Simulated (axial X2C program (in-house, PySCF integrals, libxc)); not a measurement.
# Linear NAsN⁺ at several levels

Aim: the two bond lengths and stretching wavenumbers of linear NAsN⁺, with and without spin–orbit coupling, at PBE0, LDA.

Method: all-electron X2C, two-component (2c) or spin-free, N dyall-av3z, As dyall-v3z; program: an in-house X2C program for linear molecules on PySCF integrals.

All values are calculated.

2 further runs of the same task are left out: 2 set aside as unsound or not needed.

### Step 1. Set-up

Input file task.json:

```json
{"zs": [7, 33, 7], "q": 1, "bas": ["dyall-av3z", "dyall-v3z", "dyall-av3z"], "r0": [1.74, 1.74], "symm": 1, "scan": ["PBE0", "HF", "LDA"], "levels": ["PBE0", "HF", "PBE"], "nst": 2}
```

Keys: zs atomic numbers; q charge; bas basis sets; r0 starting distance in Å; symm equal bonds; scan levels of the two-bond scan; levels methods; nst determinants followed.

Launch:

```sh
python solin.py task.json out
```

Masses N 14.003, As 74.922, N 14.003 u.

### Step 2. Scan at PBE0, 2c

State: Ω = 1 (beyond evenly filled blocks: ω = -1/2, ω = 3/2). Energies above the lowest point, from the job's result record:

| r(N–As) (Å) | r(As–N) (Å) | E (meV) |
| --- | --- | --- |
| 1.6565 | 1.6565 | 66.52 |
| 1.6565 | 1.6990 | 24.84 |
| 1.6565 | 1.7415 | 23.60 |
| 1.6990 | 1.6565 | 24.84 |
| 1.6990 | 1.6990 | 0.00 |
| 1.6990 | 1.7415 | 14.68 |
| 1.6990 | 1.7840 | 58.03 |
| 1.7415 | 1.6565 | 23.60 |
| 1.7415 | 1.6990 | 14.68 |
| 1.7415 | 1.7415 | 44.37 |
| 1.7840 | 1.6990 | 58.03 |
| 1.7840 | 1.7840 | 172.33 |

A quadratic surface with cubic terms in each bond gives the minimum at 1.702 and 1.702 Å, force constants 3.38, 3.38 and coupling 1.33 mdyn/Å.

### Step 3. Scan at LDA, 2c

State: Ω = 1 (beyond evenly filled blocks: ω = -1/2, ω = 3/2). Energies above the lowest point, from the job's result record:

```csv
r(N–As) (Å),r(As–N) (Å),E (meV)
1.6565,1.6565,42.10
1.6565,1.6990,12.56
1.6565,1.7415,24.87
1.6990,1.6565,12.56
1.6990,1.6990,0.00
1.6990,1.7415,29.03
1.6990,1.7840,87.42
1.7415,1.6565,24.87
1.7415,1.6990,29.03
1.7415,1.7415,74.69
1.7840,1.6990,87.42
1.7840,1.7840,240.22
```

A quadratic surface with cubic terms in each bond gives the minimum at 1.692 and 1.692 Å, force constants 3.87, 3.87 and coupling 1.47 mdyn/Å.

### Step 4. Scan at PBE0, spin-free

State: M_S = 1, Λ = 0 (beyond evenly filled blocks: π+α, π-α). Energies above the lowest point, from the job's result record:

| r(N–As) (Å) | r(As–N) (Å) | E (meV) |
| --- | --- | --- |
| 1.6565 | 1.6565 | 65.65 |
| 1.6565 | 1.6990 | 24.42 |
| 1.6565 | 1.7415 | 23.60 |
| 1.6990 | 1.6565 | 24.42 |
| 1.6990 | 1.6990 | 0.00 |
| 1.6990 | 1.7415 | 15.07 |
| 1.6990 | 1.7840 | 58.80 |
| 1.7415 | 1.6565 | 23.60 |
| 1.7415 | 1.6990 | 15.07 |
| 1.7415 | 1.7415 | 45.12 |
| 1.7840 | 1.6990 | 58.80 |
| 1.7840 | 1.7840 | 173.70 |

A quadratic surface with cubic terms in each bond gives the minimum at 1.702 and 1.702 Å, force constants 3.39, 3.39 and coupling 1.32 mdyn/Å.

### Step 5. Comparison

| level | r(N–As) (Å) | r(As–N) (Å) | lower stretch (cm⁻¹) | upper stretch (cm⁻¹) |
| --- | --- | --- | --- | --- |
| PBE0, 2c | 1.702 | 1.702 | 585.6 | 755.5 |
| LDA, 2c | 1.692 | 1.692 | 632.5 | 804.2 |
| PBE0, spin-free | 1.702 | 1.702 | 586.6 | 755.6 |
| LDA, spin-free | 1.691 | 1.691 | 632.9 | 804.5 |

Scans not shown above were run alike.

**Reading.** Over the levels the N–As bond spans 1.691 to 1.702 Å and the As–N bond 1.691 to 1.702 Å. At PBE0 spin–orbit coupling leaves both bonds unchanged to 0.001 Å. Each state is one determinant, the lowest of a limited PBE0 search; the stretches come from a fit to few points and are good to some per cent at best. The molecule was held linear; bending was not examined, so a bent shape may lie lower. Open-shell Ω = 0 determinants with evenly filled partner blocks cannot be reached by this program, so the Ω shown need not be the lowest component. Note: several unpaired electrons, one determinant need not be a pure state.
